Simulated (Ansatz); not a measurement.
# ZrNbSe3: one candidate of a structure search

The task: take a trial cell of ZrNbSe3 to zero force and stress.

Computed with Ansatz 0.2.0 (DFT PBE, scalar-relativistic, plane waves, PAW, unless a step's input says otherwise).

1 further run of the same task is left out (set aside as unsound or not needed).

### 1 Starting point

Symmetry: P6/mmm, No. 191, hexagonal system. Conventional cell: a = 6.147 Å, b = 6.147 Å, c = 7.510 Å, α = 90.00°, β = 90.00°, γ = 120.00°. Zr (site symmetry 6/mmm) has 6 Se at 3.07 Å in its first shell of neighbours. Nb (site symmetry 6/mmm) is surrounded by 2 Zr at 3.75 Å. Se (site symmetry mmm) is surrounded by 4 Se at 3.07 Å and 2 Zr at 3.07 Å.

Coordinates:

```
CELL_PARAMETERS angstrom
6.14710 0.00000 0.00000
-3.07355 5.32355 0.00000
0.00000 0.00000 7.50965
ATOMIC_POSITIONS crystal
Zr 0.00000 0.00000 0.00000
Nb 0.00000 0.00000 0.50000
Se 0.50000 0.00000 0.00000
Se 0.00000 0.50000 0.00000
Se 0.50000 0.50000 0.00000
```

The cell is invented: random cell by space group and Wyckoff sites (P6/mmm, No. 191). Its size is a rough estimate.

### 2 The guess as it stands, on a coarse mesh

input.yaml

```yaml
crystal:
  lattice:
    - [6.14710308, 0.0, 0.0]
    - [-3.07355154, 5.32354742, 0.0]
    - [0.0, 0.0, 7.50965284]
  atoms:
    - { symbol: Zr, position: [0.0, 0.0, 0.0] }
    - { symbol: Nb, position: [0.0, 0.0, 0.5] }
    - { symbol: Se, position: [0.5, 0.0, 0.0] }
    - { symbol: Se, position: [0.0, 0.5, 0.0] }
    - { symbol: Se, position: [0.5, 0.5, 0.0] }
basis:
  ecutwfc: 420
kpoints:
  mp_grid: { grid: [3, 3, 2] }
hamiltonian:
  xc: pbe
scf:
  occupations: { method: gaussian, width: 0.1 }
  lower_state_search: "off"
output:
  forces: true
  stress: true
  eigenvalues: true
```

Command:

```
> ansatz run input.yaml --threads 1 --pin off --max-ram 2560MiB --backend cpu --events-out ev --progress --plain --runs-dir out
```

Further runs follow: rough relaxation on the coarse mesh; relaxation on the finer mesh.

**Question.** What will these runs give? Wanted: conventional cell; volume; energy over the elements; gap on the mesh; total moment.

**Answer**, as computed:

```
                              quantity                                                                       value
symmetry at the end (tolerance 0.05 Å)                                                space group P6/mmm (No. 191)
                     conventional cell  a = 5.678 Å, b = 5.678 Å, c = 5.374 Å, α = 90.00°, β = 90.00°, γ = 120.00°
                                volume                                                               30.01 Å³/atom
              energy over the elements                                                               +0.71 eV/atom
                       gap on the mesh                                                                none (metal)
                          total moment                                                                3.14 μB/cell
```

In words: The space group P6/mmm (No. 191) is kept, and the volume per atom shrinks by 38.9 % from the first guess. With a positive formation energy it can't be a ground state. No finished test with a distortion of lower symmetry is shown, so the end may be a saddle point. An odd count of electrons in a cell without spin polarisation forces a partly filled band, so those cells are metals by count; spin or a larger cell could change that. Other magnetic orders were not searched.
